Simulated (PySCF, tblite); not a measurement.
# C5H3O2−: excited states, first hyperpolarisability

What do calculations give for the excited states, first hyperpolarisability of C5H3O2− (`C#C/C([O-])=C/C=O`)?

Computed with tblite 0.8.0 and PySCF 2.14.0 and routines of our own; the level stands in each step. Atoms count from 0.

## 1. The starting structure

10 atoms, charge -1, multiplicity 1; geometry from: force field or distance geometry start.

## 2. Relaxing the molecule with GFN2-xTB

Job settings and geometry (Å):

```
{"job": {"kind": "relax", "xc": "GFN2-xTB", "basis": "xTB"}, "charge": -1, "multiplicity": 1}
C      2.826600     0.399200    -0.148100
C      1.675100     0.009200    -0.225000
C      0.317700    -0.481900    -0.270600
O      0.070700    -1.825200    -0.496100
C     -0.716400     0.354700    -0.119000
C     -2.117400    -0.115100    -0.185400
O     -3.087900     0.665700    -0.048900
H      3.823500     0.757900    -0.078500
H     -0.555400     1.426800     0.044500
H     -2.227700    -1.186500    -0.348300
```

The run is started by

```sh
$ OMP_NUM_THREADS=1 python excited_run.py task.json out
```

One launch serves the whole session: the jobs run in the order shown.

Output:

```text
step      E/eV     max force
  0    -556.84428    6.222
  1    -557.33670    3.363
  2    -557.36100    4.675
  3    -557.45502    1.482
  4    -557.48612    0.662
  5    -557.50239    0.564
  6    -557.52713    0.458
  7    -557.53188    0.324
  8    -557.53569    0.202
  9    -557.53856    0.177
 10    -557.54002    0.156
 11    -557.54135    0.107
 12    -557.54194    0.082
 13    -557.54230    0.065
 14    -557.54256    0.055
 15    -557.54284    0.053
 16    -557.54315    0.064
 17    -557.54352    0.067
 18    -557.54386    0.055
 19    -557.54417    0.063
 20    -557.54447    0.053
 21    -557.54479    0.058
 22    -557.54509    0.054
 23    -557.54529    0.039
 24    -557.54542    0.039
 25    -557.54556    0.041
 26    -557.54573    0.048
 27    -557.54588    0.035
 28    -557.54601    0.033
 29    -557.54616    0.039
 30    -557.54638    0.050
 31    -557.54667    0.059
 32    -557.54694    0.050
 33    -557.54710    0.033
 34    -557.54719    0.028
 35    -557.54725    0.025
 36    -557.54731    0.023
 37    -557.54735    0.024
 38    -557.54739    0.024
 39    -557.54742    0.019
 40    -557.54744    0.009
```

It took 0.2 s on 1 thread of AMD EPYC 7R43, shared host.

Relaxation path: (not every step is listed)

| step | energy from step 0 (eV) | largest force (eV/Å) |
| --- | --- | --- |
| 0 | 0.0000 | 6.2219 |
| 1 | -0.4924 | 3.3632 |
| 2 | -0.5167 | 4.6754 |
| 3 | -0.6107 | 1.4817 |
| 4 | -0.6418 | 0.6619 |
| 5 | -0.6581 | 0.5641 |
| 6 | -0.6829 | 0.4577 |
| 7 | -0.6876 | 0.3239 |
| 8 | -0.6914 | 0.2016 |
| 10 | -0.6957 | 0.1562 |
| 12 | -0.6977 | 0.0818 |
| 14 | -0.6983 | 0.0551 |
| 16 | -0.6989 | 0.0639 |
| 18 | -0.6996 | 0.0553 |
| 20 | -0.7002 | 0.0535 |
| 22 | -0.7008 | 0.0541 |
| 24 | -0.7011 | 0.0395 |
| 26 | -0.7015 | 0.0478 |
| 28 | -0.7017 | 0.0333 |
| 30 | -0.7021 | 0.0503 |
| 32 | -0.7027 | 0.0497 |
| 34 | -0.7029 | 0.0282 |
| 35 | -0.7030 | 0.0246 |
| 36 | -0.7030 | 0.0232 |
| 37 | -0.7031 | 0.0241 |
| 38 | -0.7031 | 0.0244 |
| 39 | -0.7031 | 0.0190 |
| 40 | -0.7032 | 0.0092 |

Distances of close pairs at the start and the end, largest changes first:

```csv
bond,before (Å),after (Å),change (Å)
C2–O3,1.384,1.245,-0.139
C4–C5,1.479,1.398,-0.082
C2–C4,1.339,1.404,+0.065
C5–H9,1.089,1.113,+0.024
C1–C2,1.444,1.461,+0.017
C0–C1,1.218,1.202,-0.017
C5–O6,1.253,1.239,-0.014
C4–H8,1.096,1.084,-0.013
```

The final coordinates are the input of the step that follows.

## 3. Infrared spectrum with GFN2-xTB

Job settings and geometry (Å):

```
{"job": {"kind": "ir", "xc": "GFN2-xTB", "basis": "xTB"}, "charge": -1, "multiplicity": 1}
C      2.748941     0.418229    -0.144073
C      1.629457    -0.013598    -0.208525
C      0.301821    -0.618338    -0.294214
O      0.219836    -1.844706    -0.494356
C     -0.732722     0.315662    -0.129176
C     -2.085401    -0.033027    -0.172638
O     -3.062893     0.717172    -0.038616
H      3.716500     0.828330    -0.082190
H     -0.464551     1.352232     0.039018
H     -2.262105    -1.117302    -0.350599
```

Output:

```text
mode    cm-1     km/mol
  1     103.8      0.70
  2     110.3      1.76
  3     203.8      8.40
  4     214.8     11.59
  5     260.4      7.21
  6     451.8      8.77
  7     464.1      4.88
  8     562.0     12.77
  9     579.6      0.31
 10     671.4      6.79
 11     696.9     30.68
 12     771.8     29.24
 13     928.9     55.37
 14     939.7      4.72
 15    1119.9     23.79
 16    1225.0     63.18
 17    1351.0     47.71
 18    1432.7     64.22
 19    1611.6   1041.43
 20    1663.5    594.91
 21    2222.4     12.00
 22    2693.2    225.20
 23    3030.8     95.21
 24    3331.5     28.59
```

Run time: 0.25 s. Hardware: 1 thread of AMD EPYC 7R43, shared host.

The strongest bands and the atoms that carry them (share of the mass-weighted mode):

```
cm⁻¹  km/mol                               atoms
 929    55.4           C2 38 %, C4 26 %, O3 14 %
1225    63.2           H8 46 %, C5 33 %, C4 15 %
1351    47.7                    H9 62 %, C4 23 %
1433    64.2  C4 27 %, H9 23 %, O6 17 %, H8 10 %
1612  1041.4           C2 56 %, O3 21 %, C4 14 %
1664   594.9                    C5 58 %, O6 22 %
2693   225.2                             H9 94 %
3031    95.2                             H8 93 %
```

## 4. Excited states: TDA B3LYP/def2-SVPD

Settings changed since step 3:

```diff
@@ -1,2 +1,2 @@
-{"job": {"kind": "ir", "xc": "GFN2-xTB", "basis": "xTB"}, "charge": -1, "multiplicity": 1}
+{"job": {"kind": "states", "xc": "B3LYP", "basis": "def2-SVPD", "tda": true, "soc": true, "nstates": 5, "ntriplets": 5, "nquad": 4}, "charge": -1, "multiplicity": 1}
 C      2.748941     0.418229    -0.144073
```

Method: TDA B3LYP/def2-SVPD excited states, vertical, gas phase, spin-orbit mean-field couplings.

Output:

```text
coarse grid: 9464 points
cycle   1  E = -342.1817912539  dE =  1.140e+00  |g| = 1.125e+00  |ddm| = 1.163e+01
cycle   2  E = -339.0977057581  dE =  3.084e+00  |g| = 3.193e+00  |ddm| = 2.498e+02
cycle   3  E = -342.3224226984  dE = -3.225e+00  |g| = 6.413e-01  |ddm| = 2.499e+02
cycle   4  E = -342.4375494312  dE = -1.151e-01  |g| = 2.538e-01  |ddm| = 1.540e+00
cycle   5  E = -342.4457926301  dE = -8.243e-03  |g| = 1.595e-01  |ddm| = 6.461e-01
cycle   6  E = -342.4511419825  dE = -5.349e-03  |g| = 5.037e-02  |ddm| = 3.275e-01
cycle   7  E = -342.4516060245  dE = -4.640e-04  |g| = 2.112e-02  |ddm| = 1.174e-01
cycle   8  E = -342.4517082301  dE = -1.022e-04  |g| = 7.374e-03  |ddm| = 3.904e-02
cycle   9  E = -342.4517212477  dE = -1.302e-05  |g| = 1.797e-03  |ddm| = 1.432e-02
cycle  10  E = -342.4517220900  dE = -8.423e-07  |g| = 5.012e-04  |ddm| = 6.263e-03
final grid: 94576 points
cycle  11  E = -342.5266572064  dE = -2.559e-05  |g| = 4.341e-03  |ddm| = 1.761e-01
cycle  12  E = -342.5266439843  dE =  1.322e-05  |g| = 9.027e-03  |ddm| = 2.128e-02
cycle  13  E = -342.5266612854  dE = -1.730e-05  |g| = 1.178e-03  |ddm| = 1.370e-02
cycle  14  E = -342.5266615725  dE = -2.871e-07  |g| = 3.117e-04  |ddm| = 2.403e-03
cycle  15  E = -342.5266615884  dE = -1.592e-08  |g| = 1.790e-04  |ddm| = 6.381e-04
cycle  16  E = -342.5266615963  dE = -7.903e-09  |g| = 3.353e-05  |ddm| = 3.064e-04
cycle  17  E = -342.5266615965  dE = -2.071e-10  |g| = 1.773e-05  |ddm| = 7.771e-05
converged SCF energy = -342.5266615965

Singlet excitations
state   eV       nm        f     d(h-e)  d(exc)  Lambda  PR(NTO)  |dmu|/D   mu/D   main configurations
  1   3.4719   357.1   0.00018   1.514   3.458   0.449   1.016    3.984    1.007   H-1->L 0.96
  2   4.1793   296.7   0.00011   0.960   3.209   0.474   1.038    2.616    1.758   H-2->L 0.96
  3   4.3701   283.7   0.45901   1.604   3.525   0.656   1.136    3.529    0.864   H->L 0.90
  4   4.5450   272.8   0.00013   4.316   5.481   0.143   1.001   16.001   11.755   H->L+1 0.97
  5   4.9416   250.9   0.00003   2.803   4.109   0.274   1.002                     H->L+2 0.98

Triplet excitations (Tamm-Dancoff)
state   eV     d(h-e)  d(exc)  Lambda  PR(NTO)   main configurations
  1   2.5335   0.862   3.100   0.681   1.009   H->L 0.98
  2   3.1356   1.354   3.321   0.447   1.034   H-1->L 0.94
  3   3.8496   0.897   3.075   0.471   1.089   H-2->L 0.94
  4   4.5288   4.197   5.415   0.144   1.001   H->L+1 0.96
  5   4.7895   0.634   2.771   0.701   1.187   H-3->L 0.85
S1 - T1 = 0.9385 eV

Spin-orbit couplings |<S|Hso|T>| (cm-1)
             T1       T2       T3       T4       T5
S0        0.037   27.780   45.498    0.630    0.903
S1       32.698    0.079    3.417    0.142   12.240
S2       19.014    3.944    0.282    0.087   19.574
S3        0.106   32.328   18.656    2.318    0.197
S4        1.982    0.401    0.232    0.051    1.353
S5        5.879    0.190    0.356    2.474    2.536
T1 sublevels (cm-1): 0.000 0.004 0.081   radiative rates (1/s): 0.00826 0.0164 1.04
```

Wall time 18 s (1 thread of AMD EPYC 7R43, shared host); peak memory 0.6 GiB.

In short:

```csv
quantity,value
S1 less T1,0.94 eV
```

## 5. First hyperpolarisability: quadratic response wB97X-D/def2-SVPD

Settings changed since step 4:

```diff
@@ -1,2 +1,2 @@
-{"job": {"kind": "states", "xc": "B3LYP", "basis": "def2-SVPD", "tda": true, "soc": true, "nstates": 5, "ntriplets": 5, "nquad": 4}, "charge": -1, "multiplicity": 1}
+{"job": {"kind": "beta", "xc": "wB97X-D", "basis": "def2-SVPD", "wavelengths": [1907, 1340]}, "charge": -1, "multiplicity": 1}
 C      2.748941     0.418229    -0.144073
```

With the program's defaults for keys left out, this is: quadratic response wB97X-D/def2-SVPD first hyperpolarisability, Taylor convention, gas phase.

Output:

```text
coarse grid: 9464 points
cycle   1  E = -342.0586815911  dE =  1.279e+00  |g| = 1.132e+00  |ddm| = 9.197e+00
cycle   2  E = -341.7302924540  dE =  3.284e-01  |g| = 1.794e+00  |ddm| = 4.903e+00
cycle   3  E = -342.3287511182  dE = -5.985e-01  |g| = 1.296e-01  |ddm| = 3.031e+00
cycle   4  E = -342.3323551821  dE = -3.604e-03  |g| = 6.356e-02  |ddm| = 4.053e-01
cycle   5  E = -342.3332791598  dE = -9.240e-04  |g| = 2.252e-02  |ddm| = 2.260e-01
cycle   6  E = -342.3333926071  dE = -1.134e-04  |g| = 7.356e-03  |ddm| = 6.765e-02
cycle   7  E = -342.3334091486  dE = -1.654e-05  |g| = 2.228e-03  |ddm| = 3.623e-02
cycle   8  E = -342.3334113036  dE = -2.155e-06  |g| = 7.085e-04  |ddm| = 1.348e-02
final grid: 94576 points
cycle   9  E = -342.3939498371  dE = -6.440e-05  |g| = 3.925e-03  |ddm| = 1.813e-01
cycle  10  E = -342.3939509381  dE = -1.101e-06  |g| = 3.700e-03  |ddm| = 2.813e-02
cycle  11  E = -342.3939535451  dE = -2.607e-06  |g| = 1.014e-03  |ddm| = 7.084e-03
cycle  12  E = -342.3939537506  dE = -2.055e-07  |g| = 3.753e-04  |ddm| = 2.769e-03
cycle  13  E = -342.3939537897  dE = -3.907e-08  |g| = 6.576e-05  |ddm| = 1.236e-03
cycle  14  E = -342.3939537921  dE = -2.426e-09  |g| = 2.581e-05  |ddm| = 2.848e-04
cycle  15  E = -342.3939537925  dE = -4.525e-10  |g| = 1.561e-05  |ddm| = 1.273e-04
converged SCF energy = -342.3939537925

Lowest singlets (eV, f): 3.8627 0.0001  4.3046 0.3937  4.5459 0.0003

First hyperpolarisability (au)
process     nm      |vector|   parallel      HRS      DR
static         -      417.40    -216.44     178.12   4.545
shg       1907.0      474.53    -244.93     201.64   4.616
eope      1907.0      435.02    -225.22          -       -
shg       1340.0      549.18    -282.26     232.35    4.69
eope      1340.0      454.50    -234.94          -       -
```

Run time: 19 s. Hardware: 1 thread of AMD EPYC 7R43, shared host; peak memory 0.61 GiB.

## 6. Results

| quantity | value |
| --- | --- |
| strongest single infrared mode (GFN2-xTB) | 1612 cm⁻¹, 1041 km/mol |
| zero-point energy (GFN2-xTB) | 38.1 kcal/mol |
| S1 less T1 (step 4, TDA B3LYP/def2-SVPD) | 0.94 eV |
| β vector (step 5, quadratic response wB97X-D/def2-SVPD) | static 417, SHG 1907.0 nm 475, SHG 1340.0 nm 549 au |

In words: All 24 modes are real, so the xTB geometry is a minimum. The strongest single mode, at 1612 cm⁻¹, moves mainly C2. GFN2-xTB is a fitted tight-binding method: band positions and strengths are rough. Its intensities can rank the bands wrongly. The anion's LUMO lies above zero, so it is an unbound level set by the basis, and the orbital gap is no excitation or fundamental gap. For an anion in the gas phase, states above the energy of detachment are held by the basis alone, so excitations and responses hang on it. In step 4, the number of triplets below S1 is 2, and the largest singlet-triplet spin-orbit coupling is S0–T3, 45.50 cm⁻¹. β grows from 417 au (static) to 549 au for doubling at 1340.0 nm: normal dispersion, which grows as twice the photon energy moves toward the bright states.
